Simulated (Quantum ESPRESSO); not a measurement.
# AgRh: Wannier functions with PBE

AgRh:

```
Ag Rh
1.0
     2.77759    0.00000    0.00000
    -1.38879    2.40546    0.00000
     0.00000    0.00000    4.80860
Ag Rh
1 1
Direct
  0.00000 0.00000 0.50000
  0.66667 0.33333 0.00000
```

The cell comes from a database or a generator and needn't be the stable form of this composition.

- Program: Quantum ESPRESSO 7.5
- Task: Wannier functions
- Functional: PBE
- Potentials or basis: PseudoDojo 0.4.1 SR PBE standard
- Cutoff: 1197 eV
- Density cutoff: 4789 eV
- k mesh: 9 × 9 × 5
- Occupations: fermi-dirac, width 0.05 eV
- Spin: no spin polarisation
- Iterations: 0
- Mixing beta: 0.5
- Most SCF iterations: 120
- SCF threshold: 4e-10 Ry
- k mesh for the Wannier functions: 7 × 7 × 4
- Projections: Ag spd, Rh spd

```
Pressure                      : -2.1 GPa
Band gap on the k mesh        : none (metal or under the smearing width)
Total Wannier spread          : 34.86 Å² over 18 functions
RMS miss of the Wannier bands : 0.013 eV
```

Stress tensor (GPa, compression positive):
```
-2.16  0.00  0.00
 0.00 -2.16  0.00
 0.00  0.00 -2.01
```

Levels at the corners of the path, in eV from the Fermi level:
| point | band 16 | band 17 | band 18 | band 19 | band 20 | band 21 |
| --- | --- | --- | --- | --- | --- | --- |
| Γ | -1.92 | -1.92 | 0.09 | 0.09 | 0.15 | 5.31 |
| M | -1.61 | -0.13 | 0.98 | 1.81 | 3.96 | 8.37 |
| K | -1.41 | -0.97 | -0.55 | 5.19 | 5.38 | 5.61 |
| Γ | -1.92 | -1.92 | 0.09 | 0.09 | 0.15 | 5.31 |
| A | -2.48 | -1.72 | -1.72 | 0.05 | 0.05 | 11.52 |
| L | -0.62 | -0.19 | 0.98 | 1.71 | 2.40 | 6.47 |
| H | -1.84 | -1.19 | 0.00 | 5.48 | 6.88 | 7.20 |
| A | -2.48 | -1.72 | -1.72 | 0.05 | 0.05 | 11.52 |
| L | -0.62 | -0.19 | 0.98 | 1.71 | 2.40 | 6.47 |
| M | -1.61 | -0.13 | 0.98 | 1.81 | 3.96 | 8.37 |
| K | -1.41 | -0.97 | -0.55 | 5.19 | 5.38 | 5.61 |
| H | -1.84 | -1.19 | 0.00 | 5.48 | 6.88 | 7.20 |

Wannier functions:
| function | nearest atom | distance (Å) | spread (Å²) | on-site energy from the reference level (eV) |
| --- | --- | --- | --- | --- |
| 1 | 1 Ag | 0.00 | 2.41 | 5.81 |
| 2 | 1 Ag | 0.04 | 2.39 | 11.81 |
| 3 | 1 Ag | 0.14 | 3.22 | 12.49 |
| 4 | 1 Ag | 0.15 | 3.24 | 12.49 |
| 5 | 1 Ag | 0.00 | 0.66 | -3.88 |
| 6 | 1 Ag | 0.00 | 0.67 | -3.86 |
| 7 | 1 Ag | 0.00 | 0.67 | -3.86 |
| 8 | 1 Ag | 0.00 | 0.66 | -3.94 |
| 9 | 1 Ag | 0.00 | 0.66 | -3.94 |
| 10 | 2 Rh | 0.00 | 2.63 | 7.44 |
| 11 | 2 Rh | 0.05 | 2.63 | 12.55 |
| 12 | 2 Rh | 0.06 | 5.64 | 13.79 |
| 13 | 2 Rh | 0.18 | 5.55 | 13.79 |
| 14 | 2 Rh | 0.00 | 0.78 | -1.13 |
| 15 | 2 Rh | 0.00 | 0.79 | -1.20 |
| 16 | 2 Rh | 0.00 | 0.79 | -1.20 |
| 17 | 2 Rh | 0.00 | 0.73 | -1.42 |
| 18 | 2 Rh | 0.00 | 0.73 | -1.42 |

Parts of the spread (Å²): invariant 15.26, diagonal 4.969, off-diagonal 14.64, total 34.86. Against the direct bands the interpolation misses by 13 meV (root mean square) and 117 meV at most, for states up to 1 eV over the reference level.

It took 5.8 min on 1 thread of Intel(R) Xeon(R) Platinum 8488C (Sapphire Rapids) (shared host), peak memory 0.37 GiB.
